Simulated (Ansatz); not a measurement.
# AlH₄NSe: single points off equilibrium

The task here is to estimate one member of a computed series from the others.

Method: single points in def2-TZVPP; program: Ansatz 0.2.0, Gaussian basis.

Cores are frozen in the correlated methods. Filled d shells of the heavier atoms are correlated.

**Where the work starts**

SMILES `[NH2][AlH][SeH]`, 7 atoms, charge 0, spin multiplicity 1.

Atoms are counted from 1 here; the program's logs count them from 0.

Bond lengths: N1–Al2 1.784 Å, N1–H4 1.026 Å, N1–H5 0.981 Å, Al2–Se3 2.318 Å, Al2–H6 1.520 Å, Se3–H7 1.444 Å. Angles: Al2–N1–H4 122.7°, Al2–N1–H5 129.9°, H4–N1–H5 107.3°, N1–Al2–Se3 122.6°, N1–Al2–H6 117.6°, Se3–Al2–H6 119.8°, Al2–Se3–H7 86.4°.

As a file:

```mol
AlH4NSe
  3D, bonds by distance, orders not assigned

  7  6  0  0  0  0  0  0  0  0999 V2000
   -0.7006    0.7276   -0.7166 N   0  0
   -0.2675   -0.3150    0.6651 Al  0  0
    1.9162   -0.9550    1.1089 Se  0  0
   -1.6702    0.9800   -0.9370 H   0  0
   -0.1231    1.2234   -1.3352 H   0  0
   -1.4005   -0.8487    1.5264 H   0  0
    2.1825   -0.6830   -0.2839 H   0  0
  1  2  8  0
  1  4  8  0
  1  5  8  0
  2  3  8  0
  2  6  8  0
  3  7  8  0
M  END
```

Set-up of the first run:

Contents of run/in.yaml:

```yaml
crystal:
  periodic: [false, false, false]
  atoms:
    - {symbol: N, position_ang: [-0.700600, 0.727600, -0.716600]}
    - {symbol: Al, position_ang: [-0.267500, -0.315000, 0.665100]}
    - {symbol: Se, position_ang: [1.916200, -0.955000, 1.108900]}
    - {symbol: H, position_ang: [-1.670200, 0.980000, -0.937000]}
    - {symbol: H, position_ang: [-0.123100, 1.223400, -1.335200]}
    - {symbol: H, position_ang: [-1.400500, -0.848700, 1.526400]}
    - {symbol: H, position_ang: [2.182500, -0.683000, -0.283900]}
basis:
  gaussian: {orbitals: def2-TZVPP}
correlation: {method: ccsd_t}
output: {forces: true}
```

The command line of these runs was not kept.

Among the steps run: CCSD(T)/def2-TZVPP; PBE0-D4/def2-TZVPP; wB97M-V/def2-TZVPP; r2SCAN-D4/def2-TZVPP; PBE-D4/def2-TZVPP; SPW92/def2-TZVPP; r2SCANh-D4/def2-TZVPP.

One of the session's tables, all rows but one given; the rest of the session is left out.

| method | RMS force component (eV/Å) | angle to CCSD(T) forces (°) | dipole (D) |
| --- | --- | --- | --- |
| CCSD(T) | 0.574 | reference | 1.95 |
| PBE0-D4 | 0.600 | 4.5 | 1.97 |
| wB97M-V | 0.565 | 3.8 | 1.98 |
| r2SCAN-D4 | 0.590 | 3.7 | 2.03 |
| PBE-D4 | 0.652 | 13.5 | 1.95 |
| SPW92 | 0.717 | 17.8 | 2.05 |
| r2SCANh-D4 | ? | ? | ? |

**Question.** Estimate the row for r2SCANh-D4.

The run gave: RMS force component (eV/Å): 0.583; angle to CCSD(T) forces (°): 5.1; dipole (D): 2.02. In the column «RMS force component (eV/Å)» it lies between CCSD(T) (0.574) and r2SCAN-D4 (0.590).
